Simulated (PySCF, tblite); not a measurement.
# C₄H₈SeSi: geometry, infrared bands and NMR shifts

Wanted: the infrared bands and NMR shifts of C₄H₈SeSi (`C#CC[Se][SiH2]C`), by calculation.

Programs: tblite 0.8.0 and PySCF 2.14.0, with density-fitted response routines of our own. Each step states its level of theory. These are calculated values for one molecule in the gas phase, unless marked as measured. Atoms count from 0, in the outputs and in this text.

### 1 The starting structure

14 atoms, charge 0, multiplicity 1; geometry from: force field or distance geometry start.

Bonds of the start (Å): C0–C1 1.23, C1–C2 1.47, C2–Se3 1.94, Se3–Si4 2.25, Si4–C5 1.87, C0–H6 1.05, C2–H7 1.11, C2–H8 1.11, Si4–H9 1.47, Si4–H10 1.46, C5–H11 1.10, C5–H12 1.12, C5–H13 1.09.

### 2 Relaxing the molecule with GFN2-xTB

What the job is given:

```
{"job": {"kind": "relax", "xc": "GFN2-xTB", "basis": "xTB"}, "charge": 0, "multiplicity": 1}
C      3.475700    -0.294300    -0.546500
C      2.696200     0.148300     0.296500
C      1.775900     0.642500     1.331600
Se     0.052400    -0.203100     1.063300
Si    -1.284100     0.818500    -0.433500
C     -2.863600    -0.176300    -0.572200
H      4.121600    -0.667400    -1.283100
H      2.228000     0.380600     2.310700
H      1.729200     1.754500     1.312200
H     -1.701800     2.170700    -0.021200
H     -0.714700     0.913400    -1.771100
H     -3.058400    -0.471300    -1.615100
H     -2.756900    -1.106300     0.038000
H     -3.700200     0.369900    -0.131700
```

Started as:

```bash
OMP_NUM_THREADS=1 python probes_run.py task.json out
```

One launch serves the whole session: the jobs run in the order shown.

**Question.** This job is followed by: GFN2-xTB harmonic vibrations, gas phase; GIAO PBE0/pcSseg-1 NMR shielding, non-relativistic, gas phase. What will the session give for the following? strongest single infrared mode (GFN2-xTB); zero-point energy (GFN2-xTB); 13C shifts against TMS (PBE0/pcSseg-1); 1H shifts against TMS (PBE0/pcSseg-1, means over atoms taken as alike); 77Se shifts against Me2Se (PBE0/pcSseg-1); 29Si shifts against TMS (PBE0/pcSseg-1); surface potential, 1st and 99th percentile.

The runs gave:

```
                                                              quantity                       value
                             strongest single infrared mode (GFN2-xTB)        654 cm⁻¹, 322 km/mol
                                          zero-point energy (GFN2-xTB)               61.8 kcal/mol
                                13C shifts against TMS (PBE0/pcSseg-1)  85.9, 80.9, 17.2, -7.3 ppm
1H shifts against TMS (PBE0/pcSseg-1, means over atoms taken as alike)  5.13, 3.22, 1.91, 0.47 ppm
                             77Se shifts against Me2Se (PBE0/pcSseg-1)                     -93 ppm
                               29Si shifts against TMS (PBE0/pcSseg-1)                   -26.0 ppm
                                 surface potential, 1st and 99th percentile          -1.03 V and 1.31 V
```

In words: Over 125 steps the energy fell by 0.440 eV; of the close pairs, C2–Se3 changed most, 1.938 to 1.996 Å. No mode is imaginary among the 36: a minimum at this level. The strongest single mode, at 654 cm⁻¹, moves mainly H9 and H10. GFN2-xTB is a fitted tight-binding method: band positions and strengths are rough. Its intensities can rank the bands wrongly. At PBE0/pcSseg-1: Shielding is most anisotropic at Se3 (span 1254 ppm, paramagnetic term -1152 ppm). At PBE0/pcSseg-1, counted by nearest atom on the grid, the HOMO lies on Se3 81 %, the LUMO on Se3 36 %; C2 16 %. Spin-orbit coupling is left out, which matters for shieldings and couplings at and beside the heavy atoms.
